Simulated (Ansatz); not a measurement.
# C2H3GaS: small, medium and large basis sets

One table from this session's results is given with a row withheld; the runs are named, their logs left out.

The runs use Ansatz 0.2.0, Gaussian basis; one geometry, several basis sets.

Levels to be run: PBE0-D4/def2-SVP; ωB97M-V/def2-SVP; PBE0-D4/def2-QZVPP; ωB97M-V/def2-QZVPP; the functionals' def2-TZVPP values are taken from earlier runs.

## The relaxed structure

The geometry comes from an earlier relaxation with PBE0-D4 in a triple-zeta def2 set; it is a stationary point, not always the lowest conformer.

SMILES `C#[C][GaH][SH]`, 7 atoms, charge 0, spin multiplicity 1.

Atoms are counted from 1 here; the program's logs count them from 0.

Bond lengths: C1–C2 1.208 Å, C1–H5 1.067 Å, C2–Ga3 1.908 Å, Ga3–S4 2.192 Å, Ga3–H6 1.551 Å, S4–H7 1.343 Å. Angles: C2–C1–H5 179.8°, C1–C2–Ga3 179.4°, C2–Ga3–S4 116.6°, C2–Ga3–H6 124.5°, S4–Ga3–H6 119.0°, Ga3–S4–H7 93.9°.

Set-up of the first run:

Contents of in.yaml:

```yaml
crystal:
  periodic: [false, false, false]
  atoms:
    - {symbol: C, position_ang: [-1.807688, -0.921790, -0.516561]}
    - {symbol: C, position_ang: [-0.857929, -0.430517, 0.046525]}
    - {symbol: Ga, position_ang: [0.650279, 0.349429, 0.917680]}
    - {symbol: S, position_ang: [2.241645, 1.118260, -0.379137]}
    - {symbol: H, position_ang: [-2.647297, -1.356019, -1.010487]}
    - {symbol: H, position_ang: [0.810766, 0.467812, 2.455392]}
    - {symbol: H, position_ang: [1.610224, 0.772814, -1.513402]}
basis:
  gaussian: {orbitals: def2-SVP}
hamiltonian: {xc: pbe0, dispersion: d4}
output: {orbitals: {seedname: orbitals}}
```

Launch:

```console
$ ansatz run in.yaml --threads 2 --pin off --events-out ev --progress --plain --max-ram 4352MiB
```

Among the steps run: PBE0-D4 in def2-SVP; ωB97M-V in def2-SVP; PBE0-D4 in def2-QZVPP; ωB97M-V in def2-QZVPP.

One table of the session follows, with a row left open; its other results are not shown here.

| functional | basis | HOMO (eV) | LUMO (eV) |
| --- | --- | --- | --- |
| PBE0-D4 | def2-SVP | -7.63 | -1.61 |
| PBE0-D4 | def2-TZVPP | -7.74 | -1.72 |
| PBE0-D4 | def2-QZVPP | -7.76 | -1.75 |
| ωB97M-V | def2-SVP | -9.76 | 0.21 |
| ωB97M-V | def2-TZVPP | ? | ? |
| ωB97M-V | def2-QZVPP | -9.93 | -0.04 |

Estimate the missing values for ωB97M-V, def2-TZVPP.

The run gave: HOMO (eV): -9.90; LUMO (eV): 0.06. In the column «HOMO (eV)» it lies between ωB97M-V, def2-QZVPP (-9.93) and ωB97M-V, def2-SVP (-9.76).
